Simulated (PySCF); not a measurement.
# SrCl: changing the method

What do other methods print for SrCl?

Program: PySCF 2.14.0. Level of theory: each script names its method and basis. These are calculated values, not measurements.

5 further runs of the same task are left out: 5 that didn't finish.

## 1. The system as given

SrCl: 2 atoms, charge 0, spin multiplicity 2.

Bond lengths: Sr1–Cl2 2.492 Å.

## 2. The base run

input.py

```python
from pyscf import gto, dft, tdscf

mol = gto.M(
    atom='Sr 0 0 0; Cl 0 0 2.492',
    basis='def2-svpd',
    ecp={'Sr': 'def2-svpd'},
    charge=0,
    spin=1,
    verbose=3,
)
mf = dft.UKS(mol, xc='b3lyp5')
mf.kernel()
td = tdscf.TDA(mf)
td.nstates = 3
td.kernel()
td.analyze(verbose=3)
mf.dip_moment()
print('orbital energies (hartree):', [e[max(0, n-3):n+3].round(4) for e, n in zip(mf.mo_energy, mol.nelec)])
```

Started as:

```console
$ OMP_NUM_THREADS=1 python input.py
```

## 3. Number of roots 2

Edit 1 changes number of roots: 3 → 2.

input.py, as its differences from that of step 2:

```diff
@@ -13,3 +13,3 @@
 td = tdscf.TDA(mf)
-td.nstates = 3
+td.nstates = 2
 td.kernel()
```

## 4. SCF alone

Edit 2 changes step after the SCF: tda → none.

input.py, as its differences from that of step 2:

```diff
@@ -1,2 +1,2 @@
-from pyscf import gto, dft, tdscf
+from pyscf import gto, dft
 
@@ -12,6 +12,2 @@
 mf.kernel()
-td = tdscf.TDA(mf)
-td.nstates = 3
-td.kernel()
-td.analyze(verbose=3)
 mf.dip_moment()
```

## 5. RKS

Edit 3 changes SCF type: UKS → RKS.

input.py

```python
from pyscf import gto, dft, tdscf

mol = gto.M(
    atom='Sr 0 0 0; Cl 0 0 2.492',
    basis='def2-svpd',
    ecp={'Sr': 'def2-svpd'},
    charge=0,
    spin=1,
    verbose=3,
)
mf = dft.RKS(mol, xc='b3lyp5')
mf.kernel()
td = tdscf.TDA(mf)
td.nstates = 3
td.kernel()
td.analyze(verbose=3)
mf.dip_moment()
print('orbital energies (hartree):', mf.mo_energy[..., max(0, mol.nelec[1]-3):mol.nelec[0]+3].round(4))
```

**Question.** What will these runs give? Wanted: for each run, E(SCF); from base; SCF dipole; after the SCF.

**Answer**, as computed:

```csv
run,E(SCF) (hartree),from base (eV),SCF dipole (D),after the SCF
base,-490.757944,0,4.62,lowest root found 1.92 eV
number of roots 2,-490.757944,0.0000,4.62,lowest root found 1.92 eV
SCF alone,-490.757944,0.0000,4.62,n/a
RKS,-490.757905,+0.0011,4.62,lowest root found 1.93 eV
```

In words: Total energies from different bases, Hamiltonians or methods carry different errors, so properties are taken as differences within one set-up.
